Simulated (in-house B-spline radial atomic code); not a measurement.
# Al⁺ in a hard spherical wall

What does confinement do to Al⁺? The free system is solved first, then the same system inside hard walls. More than one configuration is followed.

The numbers are computed with in-house B-spline radial atomic code version 1 (non-relativistic PBE, spin-polarised, spherical fractional occupations, point nucleus, basis-set limit), except any that are marked as measured or tabulated.

## 1. The atom as given

```
element       : aluminium (Z = 13)
charge        : +1
electrons     : 12
configuration : [Ne] 3s2
Hamiltonian   : non-relativistic
nucleus       : point
```

The outer shells:

[Ne] 3s2
```
[Ne] core
3s [↑↓]
```

Where spins are not typed, each open shell is filled with up spins first.

Input settings:

```ini
Z = 13
electrons = 12.0
configuration = [Ne] 3s2
hamiltonian = nr
method = pbe,pbe
spin_polarised = True
```

This reference run was done before. Its total energy is -242.012876 hartree, and its levels are (the highest eight at most):

```
orbital  occupation  energy (eV)  <r> (bohr)
1s down           1     -1516.17      0.1205
  1s up           1     -1516.17      0.1205
2s down           1      -116.06      0.6276
  2s up           1      -116.06      0.6276
2p down           3      -78.034      0.6034
  2p up           3      -78.034      0.6034
3s down           1      -14.785       2.381
  3s up           1      -14.785       2.381
```

## 2. Wall at 6.15 bohr, configuration [Ne] 3s2

The settings differ from step 1 so:

```diff
@@ -6 +6,2 @@
 spin_polarised = True
+wall_radius = 6.15
```

The program writes no log. Results of the run, from its result record (rounded, main fields):

```text
{
  "status": "converged",
  "iterations": 9,
  "energy [hartree]": {"total": -242.008159439, "kinetic": 241.677867062, "nuclear": -574.610846003, "coulomb": 109.135558259, "xc": -18.2107387577},
  "orbitals [hartree, bohr; up spins, the down spins are equal]": [
    ["name", "occ", "eps", "<r>"],
    ["1s up", 1.0, -55.708712, 0.12053],
    ["2s up", 1.0, -4.2560328, 0.62767],
    ["2p up", 3.0, -2.858745, 0.60345],
    ["3s up", 1.0, -0.53632779, 2.3405]
  ],
  "sum_r [bohr^k]": {"-1": 44.20083, "1": 9.798062, "2": 16.25338},
  "pressure [GPa]": 0.4869205,
  "energy_minus_base [hartree]": 0.00471703074
}
```

Run time: 0.04 s. Hardware: 1 thread, shared host.

energy_minus_base is the energy less that of the reference run. pressure is −dE/dV on the wall, from the slope of the orbitals there.

## 3. Wall at 3.77 bohr, configuration [Ne] 3s2

The settings differ from step 2 so:

```diff
@@ -6,2 +6,2 @@
 spin_polarised = True
-wall_radius = 6.15
+wall_radius = 3.77
```

Result record:

```text
{
  "status": "converged",
  "iterations": 8,
  "energy [hartree]": {"total": -241.809474888, "kinetic": 242.597990421, "nuclear": -576.704453455, "coulomb": 110.623565037, "xc": -18.3265768911},
  "orbitals [hartree, bohr; up spins, the down spins are equal]": [
    ["name", "occ", "eps", "<r>"],
    ["1s up", 1.0, -55.563094, 0.12053],
    ["2s up", 1.0, -4.1258703, 0.62879],
    ["2p up", 3.0, -2.7284386, 0.60567],
    ["3s up", 1.0, -0.37820818, 1.9745]
  ],
  "sum_r [bohr^k]": {"-1": 44.36188, "1": 9.081724, "2": 12.38165},
  "pressure [GPa]": 51.35136,
  "energy_minus_base [hartree]": 0.203401582
}
```

Wall time 0.03 s (1 thread, shared host).

## 4. Wall at 2.36 bohr, configuration [Ne] 3s2

The settings differ from step 3 so:

```diff
@@ -6,2 +6,2 @@
 spin_polarised = True
-wall_radius = 3.77
+wall_radius = 2.36
```

Result record:

```text
{
  "status": "converged",
  "iterations": 8,
  "energy [hartree]": {"total": -240.054273373, "kinetic": 247.857296955, "nuclear": -584.370918407, "coulomb": 115.217653959, "xc": -18.7583058784},
  "orbitals [hartree, bohr; up spins, the down spins are equal]": [
    ["name", "occ", "eps", "<r>"],
    ["1s up", 1.0, -55.0654, 0.12057],
    ["2s up", 1.0, -3.7365759, 0.63385],
    ["2p up", 3.0, -2.3338489, 0.61117],
    ["3s up", 1.0, 0.65507611, 1.3863]
  ],
  "sum_r [bohr^k]": {"-1": 44.95161, "1": 7.94841, "2": 8.105928},
  "pressure [GPa]": 1462.772,
  "energy_minus_base [hartree]": 1.9586031
}
```

Wall time 0.03 s (1 thread, shared host).

## 5. Wall at 6.15 bohr, configuration [He] 2s1 2p6 3s2 3p1

Input settings:

```ini
Z = 13
electrons = 12.0
configuration = [He] 2s1 2p6 3s2 3p1
hamiltonian = nr
method = pbe,pbe
spin_polarised = True
wall_radius = 6.15
```

Result record:

```text
{
  "status": "converged",
  "iterations": 9,
  "energy [hartree]": {"total": -237.841681141, "kinetic": 237.542940724, "nuclear": -559.892910726, "coulomb": 101.969753851, "xc": -17.4614649903},
  "orbitals [hartree, bohr; first row names the columns]": [
    ["name", "occ", "eps", "<r>"],
    ["1s up", 1.0, -56.637801, 0.12044],
    ["1s down", 1.0, -56.576689, 0.12048],
    ["2s up", 1.0, -4.9432864, 0.61009],
    ["2p up", 3.0, -3.5594741, 0.57571],
    ["2p down", 3.0, -3.4478921, 0.57887],
    ["3s up", 1.0, -0.68076752, 2.1287],
    ["3s down", 1.0, -0.63233246, 2.1452],
    ["3p up", 1.0, -0.4316902, 2.4185]
  ],
  "sum_r [bohr^k]": {"-1": 43.06869, "1": 11.00719, "2": 20.15327},
  "pressure [GPa]": 0.5793872,
  "energy_minus_base [hartree]": 4.17119533
}
```

It took 0.04 s on 1 thread, shared host.

## 6. Wall at 3.77 bohr, configuration [He] 2s1 2p6 3s2 3p1

The settings differ from step 5 so:

```diff
@@ -6,2 +6,2 @@
 spin_polarised = True
-wall_radius = 6.15
+wall_radius = 3.77
```

Result record:

```text
{
  "status": "converged",
  "iterations": 9,
  "energy [hartree]": {"total": -237.590135701, "kinetic": 238.769558503, "nuclear": -562.5794953, "coulomb": 103.846119748, "xc": -17.6263186513},
  "orbitals [hartree, bohr; first row names the columns]": [
    ["name", "occ", "eps", "<r>"],
    ["1s up", 1.0, -56.443843, 0.12045],
    ["1s down", 1.0, -56.381083, 0.12048],
    ["2s up", 1.0, -4.7739976, 0.61138],
    ["2p up", 3.0, -3.3892357, 0.57792],
    ["2p down", 3.0, -3.2756771, 0.58117],
    ["3s up", 1.0, -0.53692979, 1.8998],
    ["3s down", 1.0, -0.47708713, 1.9034],
    ["3p up", 1.0, -0.24224908, 1.9816]
  ],
  "sum_r [bohr^k]": {"-1": 43.27535, "1": 10.11434, "2": 15.37977},
  "pressure [GPa]": 67.5351,
  "energy_minus_base [hartree]": 4.42274077
}
```

Wall time 0.03 s (1 thread, shared host).

## 7. Wall at 2.36 bohr, configuration [He] 2s1 2p6 3s2 3p1

The settings differ from step 6 so:

```diff
@@ -6,2 +6,2 @@
 spin_polarised = True
-wall_radius = 3.77
+wall_radius = 2.36
```

Result record:

```text
{
  "status": "converged",
  "iterations": 8,
  "energy [hartree]": {"total": -235.17181669, "kinetic": 246.158002208, "nuclear": -573.337309325, "coulomb": 110.258758579, "xc": -18.251268151},
  "orbitals [hartree, bohr; first row names the columns]": [
    ["name", "occ", "eps", "<r>"],
    ["1s up", 1.0, -55.712597, 0.12052],
    ["1s down", 1.0, -55.641163, 0.12053],
    ["2s up", 1.0, -4.2114619, 0.61914],
    ["2p up", 3.0, -2.8187345, 0.58876],
    ["2p down", 3.0, -2.695634, 0.59201],
    ["3s up", 1.0, 0.45929993, 1.3798],
    ["3s down", 1.0, 0.55251484, 1.3793],
    ["3p up", 1.0, 0.87395962, 1.3592]
  ],
  "sum_r [bohr^k]": {"-1": 44.10287, "1": 8.520813, "2": 9.429328},
  "pressure [GPa]": 2026.849,
  "energy_minus_base [hartree]": 6.84105978
}
```

Run time: 0.03 s. Hardware: 1 thread, shared host.

## 8. Wall at 6.15 bohr, configuration [Ne] 3s1 3d1

Input settings:

```ini
Z = 13
electrons = 12.0
configuration = [Ne] 3s1 3d1
hamiltonian = nr
method = pbe,pbe
spin_polarised = True
wall_radius = 6.15
```

Result record:

```text
{
  "status": "converged",
  "iterations": 9,
  "energy [hartree]": {"total": -241.553124758, "kinetic": 241.41421134, "nuclear": -572.636711715, "coulomb": 107.825474515, "xc": -18.1560988973},
  "orbitals [hartree, bohr; first row names the columns]": [
    ["name", "occ", "eps", "<r>"],
    ["1s up", 1.0, -55.844339, 0.12052],
    ["1s down", 1.0, -55.840534, 0.12052],
    ["2s up", 1.0, -4.3750249, 0.627],
    ["2s down", 1.0, -4.3659291, 0.62613],
    ["2p up", 3.0, -2.9783136, 0.60221],
    ["2p down", 3.0, -2.9691617, 0.60049],
    ["3s up", 1.0, -0.61865368, 2.298],
    ["3d up", 1.0, -0.11333979, 3.1087]
  ],
  "sum_r [bohr^k]": {"-1": 44.04898, "1": 10.50897, "2": 20.4249},
  "pressure [GPa]": 2.267623,
  "energy_minus_base [hartree]": 0.459751712
}
```

It took 0.06 s on 1 thread, shared host.

## 9. Wall at 3.77 bohr, configuration [Ne] 3s1 3d1

The settings differ from step 8 so:

```diff
@@ -6,2 +6,2 @@
 spin_polarised = True
-wall_radius = 6.15
+wall_radius = 3.77
```

Result record:

```text
{
  "status": "converged",
  "iterations": 8,
  "energy [hartree]": {"total": -241.198171004, "kinetic": 242.427224626, "nuclear": -575.357493393, "coulomb": 110.057781317, "xc": -18.3256835554},
  "orbitals [hartree, bohr; first row names the columns]": [
    ["name", "occ", "eps", "<r>"],
    ["1s up", 1.0, -55.641369, 0.12052],
    ["1s down", 1.0, -55.636444, 0.12052],
    ["2s up", 1.0, -4.1767668, 0.62835],
    ["2s down", 1.0, -4.1632156, 0.62694],
    ["2p up", 3.0, -2.7808936, 0.60501],
    ["2p down", 3.0, -2.7672848, 0.60214],
    ["3s up", 1.0, -0.43934885, 1.9723],
    ["3d up", 1.0, 0.23178204, 2.128]
  ],
  "sum_r [bohr^k]": {"-1": 44.25827, "1": 9.21807, "2": 12.93908},
  "pressure [GPa]": 70.03022,
  "energy_minus_base [hartree]": 0.814705466
}
```

Wall time 0.04 s (1 thread, shared host).

## 10. Wall at 2.36 bohr, configuration [Ne] 3s1 3d1

The settings differ from step 9 so:

```diff
@@ -6,2 +6,2 @@
 spin_polarised = True
-wall_radius = 3.77
+wall_radius = 2.36
```

Result record:

```text
{
  "status": "converged",
  "iterations": 9,
  "energy [hartree]": {"total": -239.376731742, "kinetic": 246.564085081, "nuclear": -582.105122392, "coulomb": 114.929387854, "xc": -18.7650822847},
  "orbitals [hartree, bohr; first row names the columns]": [
    ["name", "occ", "eps", "<r>"],
    ["1s up", 1.0, -55.168521, 0.12053],
    ["1s down", 1.0, -55.155012, 0.12054],
    ["2s up", 1.0, -3.7618654, 0.63411],
    ["2s down", 1.0, -3.7233275, 0.63031],
    ["2p up", 3.0, -2.3641002, 0.61141],
    ["2p down", 3.0, -2.3256565, 0.60488],
    ["3s up", 1.0, 0.59419797, 1.3853],
    ["3d up", 1.0, 1.3588098, 1.3823]
  ],
  "sum_r [bohr^k]": {"-1": 44.77732, "1": 7.922013, "2": 7.985226},
  "pressure [GPa]": 1350.903,
  "energy_minus_base [hartree]": 2.63614473
}
```

Wall time 0.04 s (1 thread, shared host).

## 11. Results

| configuration | radius (bohr) | energy above the free system (eV) | pressure (GPa) | highest level (eV) |
| --- | --- | --- | --- | --- |
| [Ne] 3s2 | 6.15 | 0.128 | 0.487 | -14.594 (3s up) |
| [Ne] 3s2 | 3.77 | 5.535 | 51.4 | -10.292 (3s up) |
| [Ne] 3s2 | 2.36 | 53.296 | 1463 | 17.826 (3s up) |
| [He] 2s1 2p6 3s2 3p1 | 6.15 | 113.50 | 0.579 | -11.747 (3p up) |
| [He] 2s1 2p6 3s2 3p1 | 3.77 | 120.35 | 67.5 | -6.592 (3p up) |
| [He] 2s1 2p6 3s2 3p1 | 2.36 | 186.15 | 2027 | 23.782 (3p up) |
| [Ne] 3s1 3d1 | 6.15 | 12.510 | 2.27 | -3.084 (3d up) |
| [Ne] 3s1 3d1 | 3.77 | 22.169 | 70 | 6.307 (3d up) |
| [Ne] 3s1 3d1 | 2.36 | 71.733 | 1351 | 36.975 (3d up) |

**Reading.** For [Ne] 3s2 the energy above the free reference is 0.128 eV at 6.15 bohr and 53.296 eV at 2.36 bohr, where the electrons press on it with 1463 GPa. Its highest level passes zero between 3.77 and 2.36 bohr; in smaller spheres the level is positive, pushed up by confinement, and the wall keeps the electron in. Of [Ne] 3s2 and [He] 2s1 2p6 3s2 3p1, the first stays lower at every radius that both share. At 2.36 bohr the lowest of all 3 is [Ne] 3s2. A hard wall is a crude model of an atom's surroundings.
